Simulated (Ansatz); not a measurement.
Task: the interaction energy of a dimer with the counterpoise correction of BrF, with Ansatz 0.2.0, Python API. Give the script and its output. Settings (for the species named): r2SCAN, def2-SVPD basis, multiplicity 1.

```xyz
2

F     0.9238    0.0000    0.0000
Br   -0.9238    0.0000    0.0000
```

`dimer_brf.py`:
```python
"""Interaction energy of two BrF molecules, with the counterpoise correction."""

import ansatz as az
import numpy as np

FIRST = [
    ("F", (0.9238, 0.0, 0.0)),
    ("Br", (-0.9238, 0.0, 0.0)),
]
SECOND = [
    ("F", (-2.3855, -3.0955, -0.8437)),
    ("Br", (-2.06, -2.4575, -2.5469)),
]

def energy(atoms, ghosts=()):
    molecule = az.Crystal.molecule()
    for symbol, xyz in atoms:
        molecule = molecule.atom(symbol, xyz)
    calc = (
        molecule.calculation()
        .basis(gaussian="def2-SVPD")
        .functional("r2scan")
        .scf(lower_state_search="off")
    )
    deck = calc.input()
    if ghosts:
        deck = deck.set(az.key.basis.gaussian.ghost_atoms, [{"symbol": s, "position_ang": list(xyz)} for s, xyz in ghosts])
    return az.Session.from_dict(deck).plan().execute().report["free_energy_ev"]


def main() -> None:
    # monomers in their own basis and in the basis of the dimer
    direction = np.array([-0.5642, -0.7047, -0.4303])
    print("shift (A)   counterpoise-corrected interaction (kcal/mol)")
    for shift in (-0.3, 0.0, 0.4, 1.0, 2.0):
        moved = [(s, tuple(np.round(np.array(xyz) + shift * direction, 4))) for s, xyz in SECOND]
        gain = energy(FIRST + moved) - energy(FIRST, moved) - energy(moved, FIRST)
        print(f"{shift:8.2f} {23.060548 * gain:14.3f}")


if __name__ == "__main__":
    main()
```

```console
$ python dimer_brf.py
shift (A)   counterpoise-corrected interaction (kcal/mol)
   -0.30          1.071
    0.00         -0.127
    0.40         -0.412
    1.00         -0.260
    2.00         -0.095
```

What to keep in mind:
- These settings explore the input space; basis and method may be short of convergence.
- The dimer is a generated trial pose of unrelaxed monomers, not a minimum, so the figure is no binding energy, and the basis set is small.
- This level lacks the dispersion part of the attraction (electrostatics and induction are there), which can decide the sign where the interaction is weak.
- Hardware and time: 47 s on 1 thread of Arm Neoverse V1, with other jobs on the host, peak memory 0.24 GiB.

(Lines on the test bed's own set-up are left out of the output.)
